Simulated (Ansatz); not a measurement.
# Na: the cost of one run

Method: DFT r2SCAN, scalar-relativistic, plane waves, PAW, in Ansatz 0.2.0.

1 further run of the same task is left out (set aside as unsound or not needed). Runs told in other sessions of the task aren't counted.

## (1) The structure to begin with

The structure is hexagonal, space group P6_3/mmc (No. 194). Conventional cell: a = 3.087 Å, b = 3.087 Å, c = 5.080 Å, α = 90.00°, β = 90.00°, γ = 120.00°. Li (site symmetry -6m2) has 12 Li at 3.09 to 3.10 Å in its first shell of neighbours.

Coordinates:

```xyz
2
Lattice="3.0872 0.0000 0.0000 -1.5436 2.6736 0.0000 0.0000 0.0000 5.0804" Properties=species:S:1:pos:R:3 pbc="T T T"
Li    0.0000    1.7824    1.2701
Li    1.5436    0.8912    3.8103
```

This cell was relaxed beforehand with the same method: volume 20.97 Å³/atom, gap on the mesh none (metal).

## (2) Li → Na: the starting cell

Na starts from the relaxed positions of Li, with all lengths scaled by 1.194, a guess from tabulated radii.

## (3) Quick check of gap, pressure and forces (Na)

The input, input.yaml:

```yaml
crystal:
  lattice:
    - [3.6866537766, 0.0, 0.0]
    - [-1.8433268883, 3.1927358255, 0.0]
    - [0.0, 0.0, 6.0670235788]
  atoms:
    - { symbol: Na, position: [0.3333333333, 0.6666666667, 0.25] }
    - { symbol: Na, position: [0.6666666667, 0.3333333333, 0.75] }
basis:
  ecutwfc: 500
kpoints:
  mp_grid: { grid: [6, 6, 4] }
hamiltonian:
  xc: r2scan
scf:
  occupations: { method: gaussian, width: 0.1 }
output:
  forces: true
  stress: true
  eigenvalues: true
```

Launch:

```bash
ansatz run input.yaml --threads 1 --pin off --max-ram 2560MiB --backend cpu --events-out ev --progress --plain --runs-dir out
```

Q: Estimate wall time and peak memory on 1 thread of Intel Xeon 6975P-C (Granite Rapids), shared host.

About 1.7 s, with a peak of 0.47 GiB.
